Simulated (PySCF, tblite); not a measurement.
# C2H4AlClO2, an adsorbate on a surface model (alumina monomer): infrared bands, interaction energy and NMR shifts, part 3 of 3

tblite 0.8.0 and PySCF 2.14.0. Atoms count from 0, parts from 1.

### Step 8. Shielding tensors: minimum 2 of the search, PBE0/pcSseg-1

The job: settings as JSON, then the geometry in Å.

```
{"job": {"kind": "nmr", "xc": "PBE0", "basis": "pcSseg-1", "pop": false}, "charge": 0, "multiplicity": 1, "parts": [{"atoms": "0-5", "charge": 0, "multiplicity": 1}, {"atoms": "6-9", "charge": 0, "multiplicity": 1}]}
O      0.337325    -1.424262     0.346809
Al    -0.251898     0.051326    -0.099554
O      0.752599     1.328440    -0.364620
Cl    -2.232409     0.399418    -0.360119
H      0.216103    -2.330796     0.586378
H      1.612594     1.722236    -0.373901
C     -4.775066     2.215319     1.298931
C     -5.163958     3.298571     0.982006
H     -4.430178     1.262397     1.571379
H     -5.504467     4.251168     0.702535
```

Method: GIAO PBE0/pcSseg-1 NMR shielding, non-relativistic, gas phase.

What it wrote:

```text
coarse grid: 10072 points
cycle   1  E = -930.9300622504  dE =  6.035e-01  |g| = 1.112e+00  |ddm| = 2.949e+00
cycle   2  E = -930.6587437574  dE =  2.713e-01  |g| = 1.643e+00  |ddm| = 1.573e+00
cycle   3  E = -931.1512545854  dE = -4.925e-01  |g| = 1.309e-01  |ddm| = 9.690e-01
cycle   4  E = -931.1549396521  dE = -3.685e-03  |g| = 3.512e-02  |ddm| = 1.323e-01
cycle   5  E = -931.1551935776  dE = -2.539e-04  |g| = 6.684e-03  |ddm| = 3.526e-02
cycle   6  E = -931.1551981483  dE = -4.571e-06  |g| = 4.569e-03  |ddm| = 7.731e-03
cycle   7  E = -931.1552027462  dE = -4.598e-06  |g| = 1.380e-03  |ddm| = 3.319e-03
final grid: 89960 points
cycle   8  E = -931.2101856660  dE = -2.384e-05  |g| = 9.379e-03  |ddm| = 1.880e-02
cycle   9  E = -931.2101665126  dE =  1.915e-05  |g| = 1.368e-02  |ddm| = 1.268e-02
cycle  10  E = -931.2102004114  dE = -3.390e-05  |g| = 1.778e-03  |ddm| = 7.665e-03
cycle  11  E = -931.2102010724  dE = -6.610e-07  |g| = 6.958e-04  |ddm| = 1.442e-03
cycle  12  E = -931.2102011838  dE = -1.114e-07  |g| = 1.279e-04  |ddm| = 4.563e-04
cycle  13  E = -931.2102011877  dE = -3.850e-09  |g| = 1.305e-05  |ddm| = 1.037e-04
cycle  14  E = -931.2102011877  dE = -3.956e-11  |g| = 5.613e-06  |ddm| = 1.509e-05
converged SCF energy = -931.2102011877

GIAO shielding tensors (ppm)
atom      isotropic    diamagn.    paramagn.     s11        s22        s33       span
  0 O      322.272     388.980     -66.708    295.738    303.834    367.245     71.507
  1 Al     485.824     796.389    -310.565    414.463    512.456    530.554    116.092
  2 O      332.572     389.472     -56.900    305.541    309.131    383.045     77.505
  3 Cl    1031.532    1151.408    -119.877    990.527    993.013   1111.055    120.527
  4 H       29.371      32.038      -2.667     20.989     21.782     45.342     24.352
  5 H       29.681      32.382      -2.701     20.801     21.460     46.781     25.979
  6 C      108.882     256.639    -147.757     20.647     25.593    280.406    259.758
  7 C      111.069     258.747    -147.679     26.968     28.274    277.965    250.997
  8 H       30.516      31.162      -0.646     23.571     27.724     40.254     16.683
  9 H       30.692      32.226      -1.534     25.110     25.490     41.476     16.366

== part 1 alone, relaxed ==
coarse grid: 6664 points
cycle   1  E = -853.7486262759  dE =  4.535e-01  |g| = 1.069e+00  |ddm| = 2.354e+00
cycle   2  E = -853.4709443246  dE =  2.777e-01  |g| = 1.622e+00  |ddm| = 1.422e+00
cycle   3  E = -853.9475312512  dE = -4.766e-01  |g| = 9.811e-02  |ddm| = 9.332e-01
cycle   4  E = -853.9495744947  dE = -2.043e-03  |g| = 3.555e-02  |ddm| = 1.181e-01
cycle   5  E = -853.9498157559  dE = -2.413e-04  |g| = 5.629e-03  |ddm| = 3.545e-02
cycle   6  E = -853.9498207821  dE = -5.026e-06  |g| = 2.663e-03  |ddm| = 5.885e-03
final grid: 56800 points
cycle   7  E = -853.9913894265  dE = -1.048e-05  |g| = 9.709e-03  |ddm| = 1.105e-02
cycle   8  E = -853.9913698943  dE =  1.953e-05  |g| = 1.434e-02  |ddm| = 1.233e-02
cycle   9  E = -853.9914047192  dE = -3.482e-05  |g| = 5.682e-04  |ddm| = 7.389e-03
cycle  10  E = -853.9914047567  dE = -3.753e-08  |g| = 2.093e-04  |ddm| = 4.890e-04
cycle  11  E = -853.9914047650  dE = -8.252e-09  |g| = 5.970e-05  |ddm| = 1.666e-04
cycle  12  E = -853.9914047655  dE = -5.443e-10  |g| = 1.443e-05  |ddm| = 3.942e-05
converged SCF energy = -853.9914047655

GIAO shielding tensors (ppm)
atom      isotropic    diamagn.    paramagn.     s11        s22        s33       span
  0 O      322.426     388.234     -65.807    296.190    304.198    366.891     70.701
  1 Al     484.958     795.118    -310.161    413.453    510.568    530.851    117.398
  2 O      332.603     388.354     -55.751    305.956    309.397    382.455     76.498
  3 Cl    1037.960    1148.793    -110.833    996.795    998.359   1118.727    121.932
  4 H       29.363      31.488      -2.124     21.058     21.716     45.316     24.259
  5 H       29.714      31.435      -1.721     20.928     21.536     46.678     25.750

== part 2 alone, relaxed ==
coarse grid: 3416 points
cycle   1  E = -77.1812360914  dE =  1.427e-01  |g| = 3.038e-01  |ddm| = 1.757e+00
cycle   2  E = -77.1885801970  dE = -7.344e-03  |g| = 2.527e-01  |ddm| = 6.468e-01
cycle   3  E = -77.2051572321  dE = -1.658e-02  |g| = 9.746e-03  |ddm| = 2.087e-01
cycle   4  E = -77.2051818880  dE = -2.466e-05  |g| = 1.301e-03  |ddm| = 1.303e-02
cycle   5  E = -77.2051822778  dE = -3.898e-07  |g| = 1.095e-04  |ddm| = 2.040e-03
final grid: 33160 points
cycle   6  E = -77.2188697270  dE = -1.103e-05  |g| = 2.928e-03  |ddm| = 1.416e-02
cycle   7  E = -77.2188704037  dE = -6.767e-07  |g| = 2.537e-03  |ddm| = 5.053e-03
cycle   8  E = -77.2188720756  dE = -1.672e-06  |g| = 3.275e-04  |ddm| = 2.114e-03
cycle   9  E = -77.2188720852  dE = -9.583e-09  |g| = 2.620e-04  |ddm| = 3.439e-04
cycle  10  E = -77.2188721026  dE = -1.741e-08  |g| = 6.168e-06  |ddm| = 1.563e-04
cycle  11  E = -77.2188721026  dE = -6.992e-12  |g| = 2.743e-07  |ddm| = 3.136e-06
converged SCF energy = -77.2188721026

GIAO shielding tensors (ppm)
atom      isotropic    diamagn.    paramagn.     s11        s22        s33       span
  0 C      110.504     257.581    -147.077     25.854     25.854    279.803    253.949
  1 C      110.503     257.582    -147.079     25.853     25.854    279.803    253.950
  2 H       30.685      31.603      -0.918     25.445     25.445     41.164     15.719
  3 H       30.684      31.601      -0.918     25.444     25.444     41.163     15.718
```

Wall time 19 s (1 thread of Intel Xeon Platinum 8259CL at 2.50GHz, shared host); peak memory 0.66 GiB.

In short: δ C6 78.0, C7 75.9, O0 13.8, O2 3.5, H4 2.35, H5 2.04 ppm.

### Step 9. Comparing the runs

Energies in kcal/mol, with wall time:

| run | counterpoise | BSSE | electrostatic | Pauli | orbital | dispersion | time |
| --- | --- | --- | --- | --- | --- | --- | --- |
| PBE0-D3(BJ)/def2-SVPD | -11.50 | 1.47 | -19.96 | 25.29 | -16.02 | -2.28 | 36 s |
| minimum 2 of the search, PBE0-D3(BJ)/def2-SVPD | -0.51 | 0.63 | -0.43 | 0.92 | -0.97 | -0.66 | 25 s |

### Step 10. What came out

This closing draws on all 3 parts.

| quantity | value |
| --- | --- |
| binding energy (GFN2-xTB) | -8.13 kcal/mol |
| strongest single infrared mode (GFN2-xTB) | 932 cm⁻¹ |
| interaction energy, counterpoise (PBE0-D3(BJ)/def2-SVPD) | -11.50 kcal/mol |
| superposition error | 1.47 kcal/mol |
| binding energy (with deformation) | -7.79 kcal/mol |
| ΔG of binding, 298 K, 1 atm (xTB thermal terms) | +0.6 kcal/mol |
| ¹³C shifts against TMS (PBE0/pcSseg-1) | 92.3, 85.9 ppm |
| ¹H shifts against TMS (PBE0/pcSseg-1) | 2.48, 2.47, 2.28, 2.23 ppm |
| ¹⁷O shifts against H2O (PBE0/pcSseg-1) | 26.8, 22.2 ppm |
| ²⁷Al shifts against AlH4- (PBE0/pcSseg-1) | -19.3 ppm |
| ³⁵Cl shifts against HCl (PBE0/pcSseg-1) | -13 ppm |
| largest proton shift on binding | H8, +1.44 ppm |
| range of the interaction energy over the runs of this table | -11.50 to -0.51 kcal/mol |

In the structure that the search hands on, at its xTB geometry, the leading contact, judged by the atoms' radii, is Al1···C7 (inside the van der Waals sum, 2.52 Å). No mode is imaginary at GFN2-xTB; the softest lies at 29 cm⁻¹. The attractive terms split as electrostatic 52 %, orbital 42 %, dispersion 6 %, against 25.29 kcal/mol of Pauli repulsion. With harmonic xTB thermal terms the free energy of binding in the gas phase is about +0.6 kcal/mol; soft modes make that rough. The geometry is that of tight binding, not a minimum at this level, so the binding values are rough. A part with a negative deformation was relaxed at another level. On binding (GIAO PBE0/pcSseg-1 NMR shielding, non-relativistic, gas phase), H8 moves most among the protons, 1.44 ppm downfield. The interaction energy runs from -11.50 (PBE0-D3(BJ)/def2-SVPD) to -0.51 kcal/mol (minimum 2 of the search, PBE0-D3(BJ)/def2-SVPD).
